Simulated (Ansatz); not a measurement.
# CuTe (CsCl type): one cell, many starting occupations (series 2), part 2 of 2

DFT+U has many self-consistent solutions. How far apart do the states of CuTe (CsCl type) lie when only the starting occupations change? Cell and atoms stay fixed. The cell was built by placing the elements on the sites of a structure type; the runs don't test whether it is the stable form.

Ansatz 0.2.0; DFT r²SCAN+U (U_eff = 2 eV on Cu d), plane waves, PAW. The steps go on from the part before.

## Step 5: Random orbitals: fully mixed, one electron more

input.yaml reads:

```yaml
crystal:
  lattice:
    - [3.47530364, 0.0, 3.47530364]
    - [0.0, 3.47530364, 3.47530364]
    - [0.0, 0.0, 6.95060728]
  atoms:
    - { symbol: Cu, position: [0.0, 0.0, 0.0], spin: 0.3 }
    - { symbol: Te, position: [0.5, 0.5, 0.75] }
    - { symbol: Cu, position: [0.0, 0.0, 0.5], spin: -0.3 }
    - { symbol: Te, position: [0.5, 0.5, 0.25] }
basis:
  ecutwfc: 500
  ecutrho_ratio: 4
kpoints:
  mp_grid: { grid: [6, 6, 6] }
hamiltonian:
  xc: r2scan
  hubbard:
    sites:
      - { site: 0, l: d, u_eff: 2.0, starting_ns: [{ spin: up, occupation_matrix: s0up }, { spin: down, occupation_matrix: s0down }] }
      - { site: 2, l: d, u_eff: 2.0, starting_ns: [{ spin: up, occupation_matrix: s2up }, { spin: down, occupation_matrix: s2down }] }
    occupation_matrices:
      s0up:
        matrix:
          - [0.97, 0.0, 0.0, 0.0, 0.0]
          - [0.0, 0.97, 0.0, 0.0, 0.0]
          - [0.0, 0.0, 0.97, 0.0, 0.0]
          - [0.0, 0.0, 0.0, 0.97, 0.0]
          - [0.0, 0.0, 0.0, 0.0, 0.97]
      s0down:
        matrix:
          - [0.97, 0.0, 0.0, 0.0, 0.0]
          - [0.0, 0.97, 0.0, 0.0, 0.0]
          - [0.0, 0.0, 0.97, 0.0, 0.0]
          - [0.0, 0.0, 0.0, 0.97, 0.0]
          - [0.0, 0.0, 0.0, 0.0, 0.97]
      s2up:
        matrix:
          - [0.97, 0.0, 0.0, 0.0, 0.0]
          - [0.0, 0.97, 0.0, 0.0, 0.0]
          - [0.0, 0.0, 0.97, 0.0, 0.0]
          - [0.0, 0.0, 0.0, 0.97, 0.0]
          - [0.0, 0.0, 0.0, 0.0, 0.97]
      s2down:
        matrix:
          - [0.97, 0.0, 0.0, 0.0, 0.0]
          - [0.0, 0.97, 0.0, 0.0, 0.0]
          - [0.0, 0.0, 0.97, 0.0, 0.0]
          - [0.0, 0.0, 0.0, 0.97, 0.0]
          - [0.0, 0.0, 0.0, 0.0, 0.97]
    ns_hold: { iters: 5 }
scf:
  occupations: { method: gaussian, width: 0.05 }
  lower_state_search: "off"
  max_iter: 150
output:
  forces: true
  stress: true
  eigenvalues: true
  populations: true
  hubbard: { sites: [{ site: 0, l: d }, { site: 2, l: d }] }
magnetization:
  spin_polarized: true
```

At this filling each channel is wholly full or empty, so no choice of orbitals remains. The typed matrices put 0.97 on the chosen orbitals and 0.02 on the others, and are held for 5 cycles.

Launch:

```sh
> ansatz run input.yaml --threads 4 --pin off --max-ram 6144MiB --backend cpu --events-out ev --progress --plain --runs-dir out
```

Output, shortened:

```text
Warning: RAYON_NUM_THREADS=4 ignored (pool sized by the plan → 4); use --threads N
Cu: projections on atomic orbitals take those of the free atom [Ne] 3s2 3p6 3d10 4s1, of charge +0.00 (hamiltonian.pseudopotentials.projection_atoms); the dataset's partial waves leave at most 2.0e-6 of an orbital's norm unspanned inside its sphere
Te: projections on atomic orbitals take those of the free atom [Kr] 4d10 5s2 5p4, of charge +0.00 (hamiltonian.pseudopotentials.projection_atoms); the dataset's partial waves leave at most 7.8e-6 of an orbital's norm unspanned inside its sphere
[...]
Pseudopotentials: kind: paw
Pseudopotential: Cu, paw, valence charge 19, recommended cutoff 500 eV (meta_gga), Cu.paw.azcp
Pseudopotential: Te, paw, valence charge 16, recommended cutoff 500 eV (meta_gga), Te.paw.azcp
Functional definition: r2SCAN
[...]
Crystal: 4 atoms, lattice volume = 83.948 Å³
Basis set: ecut = 500 eV, 2109 PW (Γ), exchange–correlation on 144×144×216 points (64 copies of the dense FFT grid, shifted against one another)
[...]
WARN: the starting moments were not kept: the SCF closed with an absolute magnetisation of 6.5e-6 μB, where they sum to 0.6 μB in size (2 sites). That is at most 0.1 of that sum. Measured as dr2_m measures the in/out step, that magnetisation stands 4.8e-12 eV from none, at or under the [...]
  Cu0 d_3D up     Tr n = 4.9269  λ = 0.979 0.979 0.979 0.995 0.995  [3× xz 0.33 (T2g 1.00) T2g(1.00) | 2× z2 0.50 (Eg 1.00) Eg(1.00)]
  Cu0 d_3D dn     Tr n = 4.9269  λ = 0.979 0.979 0.979 0.995 0.995  [3× xz 0.33 (T2g 1.00) T2g(1.00) | 2× z2 0.50 (Eg 1.00) Eg(1.00)]
  specified occupation → Cu0 d_3D up: matrix, ‖Δ‖_F = 0.0390, Tr Δ = -0.0769, displaced = 0.0385, d_λ = 0.0390; orbital distance = 0.0000
  specified occupation → Cu0 d_3D dn: matrix, ‖Δ‖_F = 0.0390, Tr Δ = -0.0769, displaced = 0.0385, d_λ = 0.0390; orbital distance = 0.0000
  Cu2 d_3D: site group Oh (m-3m)
  Cu2 d_3D up     Tr n = 4.9269  λ = 0.979 0.979 0.979 0.995 0.995  [3× xz 0.33 (T2g 1.00) T2g(1.00) | 2× z2 0.50 (Eg 1.00) Eg(1.00)]
  Cu2 d_3D dn     Tr n = 4.9269  λ = 0.979 0.979 0.979 0.995 0.995  [3× xz 0.33 (T2g 1.00) T2g(1.00) | 2× z2 0.50 (Eg 1.00) Eg(1.00)]
  specified occupation → Cu2 d_3D up: matrix, ‖Δ‖_F = 0.0390, Tr Δ = -0.0769, displaced = 0.0385, d_λ = 0.0390; orbital distance = 0.0000
  specified occupation → Cu2 d_3D dn: matrix, ‖Δ‖_F = 0.0390, Tr Δ = -0.0769, displaced = 0.0385, d_λ = 0.0390; orbital distance = 0.0000
  Tr n, λ and their labels are of the run-group-symmetrised matrices; stabiliser: 192 of 192 elements of G0×{1,Θ} (closed), max defect 1.2e-7 at τ = 6.2e-5
```

It took 16 s on 4 threads of Arm Neoverse N1, shared host; peak memory 0.84 GiB.

End state: no gap, pressure -2.1 GPa, no moment over 0.05 μB in any sphere, largest force component 0.00 eV/Å, 48 symmetry operations imposed.

How the shells are filled (orbitals counted by the eigenvalues of the occupation matrices):

```
         shell  channel  electrons  over 0.8  0.2 to 0.8  under 0.2
Cu 3d (atom 1)       up       4.93         5           0          0
Cu 3d (atom 1)     down       4.93         5           0          0
```

## Step 6: Random orbitals: drawn by pairs, first filling

input.yaml: that of step 5 with these lines changed.

```diff
@@ -6,5 +6,5 @@
   atoms:
-    - { symbol: Cu, position: [0.0, 0.0, 0.0], spin: 0.3 }
+    - { symbol: Cu, position: [0.0, 0.0, 0.0], spin: 1.0 }
     - { symbol: Te, position: [0.5, 0.5, 0.75] }
-    - { symbol: Cu, position: [0.0, 0.0, 0.5], spin: -0.3 }
+    - { symbol: Cu, position: [0.0, 0.0, 0.5], spin: -1.0 }
     - { symbol: Te, position: [0.5, 0.5, 0.25] }
@@ -31,4 +31,4 @@
         matrix:
-          - [0.97, 0.0, 0.0, 0.0, 0.0]
-          - [0.0, 0.97, 0.0, 0.0, 0.0]
+          - [0.25587, -0.41042, 0.0, 0.0, 0.0]
+          - [-0.41042, 0.73413, 0.0, 0.0, 0.0]
           - [0.0, 0.0, 0.97, 0.0, 0.0]
@@ -39,5 +39,5 @@
           - [0.97, 0.0, 0.0, 0.0, 0.0]
-          - [0.0, 0.97, 0.0, 0.0, 0.0]
+          - [0.0, 0.495, 0.0, 0.475, 0.0]
           - [0.0, 0.0, 0.97, 0.0, 0.0]
-          - [0.0, 0.0, 0.0, 0.97, 0.0]
+          - [0.0, 0.475, 0.0, 0.495, 0.0]
           - [0.0, 0.0, 0.0, 0.0, 0.97]
@@ -50,3 +50,3 @@
           - [0.0, 0.0, 0.0, 0.0, 0.97]
-    ns_hold: { iters: 5 }
+    ns_hold: { iters: 12 }
 scf:
```

The typed matrices put 0.97 on the chosen orbitals and 0.02 on the others, and are held for 12 cycles.

Launch:

```sh
> ansatz run input.yaml --threads 4 --pin off --max-ram 6144MiB --backend cpu --events-out ev --progress --plain --runs-dir out
```

Output, shortened:

```text
Warning: crystal.symmetry: narrowed to the stabiliser of the occupation matrices — unitary ops 48 → 4, anti-unitary 48 → 0; lowered by the specified shells (site 0, l: d), (site 2, l: d); largest admitted image defect 4.4e-16, smallest excluded 3.6e-1 — at a splitting's scale: the group [...]
Warning: RAYON_NUM_THREADS=4 ignored (pool sized by the plan → 4); use --threads N
Cu: projections on atomic orbitals take those of the free atom [Ne] 3s2 3p6 3d10 4s1, of charge +0.00 (hamiltonian.pseudopotentials.projection_atoms); the dataset's partial waves leave at most 2.0e-6 of an orbital's norm unspanned inside its sphere
Te: projections on atomic orbitals take those of the free atom [Kr] 4d10 5s2 5p4, of charge +0.00 (hamiltonian.pseudopotentials.projection_atoms); the dataset's partial waves leave at most 7.8e-6 of an orbital's norm unspanned inside its sphere
[...]
[... 4 set-up lines as earlier in the session ...]
[...]
Crystal: 4 atoms, lattice volume = 83.948 Å³
[...]
WARN: hamiltonian.hubbard: on 2 of 4 specified blocks the occupation matrix of this SCF's result fails the test of the specified filling. At site 0 ↓ (sites count from 0 in the list of atoms of the cell that this SCF solves) the least filled combination of the orbitals specified full has [...]
  spilling = 0.004537 (of n_electrons = 70.000000)
--- Occupation matrices: 2 shells (run DFT+U table (all-electron-ortho-atomic); ε = 9.56e-4) ---
  Cu0 d_3D: site group Oh (m-3m)
  Cu0 d_3D up     Tr n = 4.9220  λ = 0.977 0.977 0.977 0.995 0.995  [3× xz 0.33 (T2g 1.00) T2g(1.00) | 2× z2 0.50 (Eg 1.00) Eg(1.00)]
  Cu0 d_3D dn     Tr n = 4.9319  λ = 0.980 0.980 0.980 0.995 0.995  [3× xz 0.33 (T2g 1.00) T2g(1.00) | 2× z2 0.50 (Eg 1.00) Eg(1.00)]
  specified occupation → Cu0 d_3D up: matrix, ‖Δ‖_F = 0.0379, Tr Δ = -0.0720, displaced = 0.0360, d_λ = 0.0379; orbital distance = 0.0000
  specified occupation → Cu0 d_3D dn: matrix, ‖Δ‖_F = 0.9723, Tr Δ = -1.0319, displaced = 0.5159, d_λ = 0.9611; orbital distance = 1.0807
  Cu2 d_3D: site group Oh (m-3m)
  Cu2 d_3D up     Tr n = 4.9220  λ = 0.977 0.977 0.977 0.995 0.995  [3× xz 0.33 (T2g 1.00) T2g(1.00) | 2× z2 0.50 (Eg 1.00) Eg(1.00)]
  Cu2 d_3D dn     Tr n = 4.9319  λ = 0.980 0.980 0.980 0.995 0.995  [3× xz 0.33 (T2g 1.00) T2g(1.00) | 2× z2 0.50 (Eg 1.00) Eg(1.00)]
  specified occupation → Cu2 d_3D up: matrix, ‖Δ‖_F = 0.9668, Tr Δ = -1.0220, displaced = 0.5110, d_λ = 0.9578; orbital distance = 1.0000
  specified occupation → Cu2 d_3D dn: matrix, ‖Δ‖_F = 0.0402, Tr Δ = -0.0819, displaced = 0.0409, d_λ = 0.0402; orbital distance = 0.0000
  Tr n, λ and their labels are of the run-group-symmetrised matrices; stabiliser: 96 of 192 elements of G0×{1,Θ} (closed), max defect 4.2e-7 at τ = 2.0e-4
```

It took 90 s on 4 threads of Arm Neoverse N1, shared host; peak memory 1.2 GiB.

Result: no gap, pressure -2.0 GPa, moments in spheres Te -0.05 μB, largest force component 0.00 eV/Å, 4 symmetry operations imposed. The program reports that the typed filling wasn't kept.

How the shells are filled (orbitals counted by the eigenvalues of the occupation matrices):

```
         shell  channel  electrons  over 0.8  0.2 to 0.8  under 0.2
Cu 3d (atom 1)       up       4.92         5           0          0
Cu 3d (atom 1)     down       4.93         5           0          0
```

## Step 7: All runs side by side

The summary covers parts 1 to 2.

Energies count from the lowest free state and have the smearing extrapolated to zero.

| start | energy (meV/atom) | gap (eV) | pressure (GPa) | largest moment (μB) | SCF cycles | time |
| --- | --- | --- | --- | --- | --- | --- |
| random orbitals: drawn by pairs, first filling | 0.0 | metal | -2.0 | 0.05 | 30 | 90 s |
| random orbitals: fully mixed, first filling | 0.0 | metal | -2.0 | 0.05 | 32 | 2.6 min |
| random orbitals: fully mixed, one electron more | 0.2 | metal | -2.1 | 0.00 | 19 | 16 s |
| random orbitals: fully mixed, first filling (earlier series) | 0.2 | metal | -2.1 | 0.00 | 26 | 2.5 min |
| random orbitals: single harmonics, second filling | 0.2 | metal | -2.1 | 0.00 | 28 | 61 s |
| random orbitals: single harmonics, first filling | 0.2 | metal | -2.1 | 0.00 | 27 | 31 s |

The 6 free runs end within about 1 meV/atom of each other. The lowest state found need not be the ground state, and the geometry wasn't relaxed for any of them.
